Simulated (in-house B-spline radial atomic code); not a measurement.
# Te⁴⁺: excited configurations

How much energy does it take to promote electrons of Te⁴⁺ to other shells? Each configuration is solved by itself and compared with the reference.

The numbers are computed with in-house B-spline radial atomic code version 1 (scalar-relativistic (spin-free one-electron X2C) r2SCAN0, spin-polarised, spherical density, exact exchange averaged over the configuration, Fermi nucleus, basis-set limit), except any that are marked as measured or tabulated.

## Step 1: What is computed

| Quantity | Value |
| --- | --- |
| element | tellurium (Z = 52) |
| charge | +4 |
| electrons | 48 |
| configuration | [Kr] 4d10 5s2 |
| Hamiltonian | scalar-relativistic (X2C) |
| nucleus | Fermi, rms radius 4.742 fm |

The outer shells:

[Kr] 4d10 5s2
```
[Kr] core
4d [↑↓][↑↓][↑↓][↑↓][↑↓]
5s [↑↓]
```

Where spins are not typed, each open shell is filled with up spins first.

Input settings:

```ini
Z = 52
electrons = 48.0
configuration = [Kr] 4d10 5s2
hamiltonian = x2c
method = r2scan0
spin_polarised = True
nucleus = fermi
rms_radius = 4.7423
mass_number = 130
atomic_mass = 129.906222745
speed_of_light = 137.035999084
exact_exchange = averaged over the configuration
```

The reference is known from an earlier run: -6790.389198 hartree in all. Up to eight levels, counted from the top:

```
orbital  occupation  energy (eV)  <r> (bohr)
4s down           1      -217.99      0.7655
  4s up           1      -217.99      0.7655
4p down           3      -165.77      0.8208
  4p up           3      -165.77      0.8208
4d down           5      -88.492      0.9587
  4d up           5      -88.492      0.9587
5s down           1      -54.410       1.876
  5s up           1      -54.410       1.876
```

## Step 2: Run with [Ar] 3d10 4s2 4p5 4d10 4f1 5s2

Input settings:

```ini
Z = 52
electrons = 48.0
configuration = [Ar] 3d10 4s2 4p5 4d10 4f1 5s2
hamiltonian = x2c
method = r2scan0
spin_polarised = True
nucleus = fermi
rms_radius = 4.7423
mass_number = 130
atomic_mass = 129.906222745
speed_of_light = 137.035999084
exact_exchange = averaged over the configuration
```

Launch:

```bash
$ python run_scf.py task.json out
```

The settings of every run stand in task.json; they run in order.

## Step 3: Configuration [Ar] 3d9 4s2 4p6 4d10 5s2 5d1

Settings: those of step 2 with these lines changed.

```diff
@@ -2,3 +2,3 @@
 electrons = 48.0
-configuration = [Ar] 3d10 4s2 4p5 4d10 4f1 5s2
+configuration = [Ar] 3d9 4s2 4p6 4d10 5s2 5d1
 hamiltonian = x2c
```

## Step 4: Run with [Kr] 4d10 5s1 5f1

Settings: those of step 3 with these lines changed.

```diff
@@ -2,3 +2,3 @@
 electrons = 48.0
-configuration = [Ar] 3d9 4s2 4p6 4d10 5s2 5d1
+configuration = [Kr] 4d10 5s1 5f1
 hamiltonian = x2c
```

## Step 5: Configuration [Ar] 3d9 4s2 4p6 4d10 4f1 5s2

Settings: those of step 4 with these lines changed.

```diff
@@ -2,3 +2,3 @@
 electrons = 48.0
-configuration = [Kr] 4d10 5s1 5f1
+configuration = [Ar] 3d9 4s2 4p6 4d10 4f1 5s2
 hamiltonian = x2c
```

## Step 6: [Kr] 4d9 5s2 5d1

Settings: those of step 5 with these lines changed.

```diff
@@ -2,3 +2,3 @@
 electrons = 48.0
-configuration = [Ar] 3d9 4s2 4p6 4d10 4f1 5s2
+configuration = [Kr] 4d9 5s2 5d1
 hamiltonian = x2c
```

## Step 7: Run with [Kr] 4d10 5s1 6s1

Settings: those of step 6 with these lines changed.

```diff
@@ -2,3 +2,3 @@
 electrons = 48.0
-configuration = [Kr] 4d9 5s2 5d1
+configuration = [Kr] 4d10 5s1 6s1
 hamiltonian = x2c
```

Q: How far above the reference does each configuration lie (order and size, in eV)?

The runs gave:

| net move | configuration | 2|M_S|+1 | energy above the reference (eV) | largest <r> (bohr) |
| --- | --- | --- | --- | --- |
| 5s → 6s | [Kr] 4d10 5s1 6s1 | 3 | 29.377 | 3.68 |
| 5s → 5f | [Kr] 4d10 5s1 5f1 | 3 | 40.927 | 4.64 |
| 4d → 5d | [Kr] 4d9 5s2 5d1 | 3 | 62.947 | 2.70 |
| 4p → 4f | [Ar] 3d10 4s2 4p5 4d10 4f1 5s2 | 3 | 144.41 | 1.95 |
| 3d → 5d | [Ar] 3d9 4s2 4p6 4d10 5s2 5d1 | 3 | 599.82 | 2.67 |
| 3d → 4f | [Ar] 3d9 4s2 4p6 4d10 4f1 5s2 | 3 | 603.79 | 1.93 |

What this shows: The energies run from 29.377 eV (5s → 6s) to 603.79 eV (3d → 4f). 3 of them lie more than 60 % above minus the reference's highest level (54.410 eV), in the range where a state can decay by emitting an electron. The reference has 2|M_S|+1 = 1; 6 of the configurations differ from it in spin. These are spherical averages at the typed spins, not spectroscopic levels.
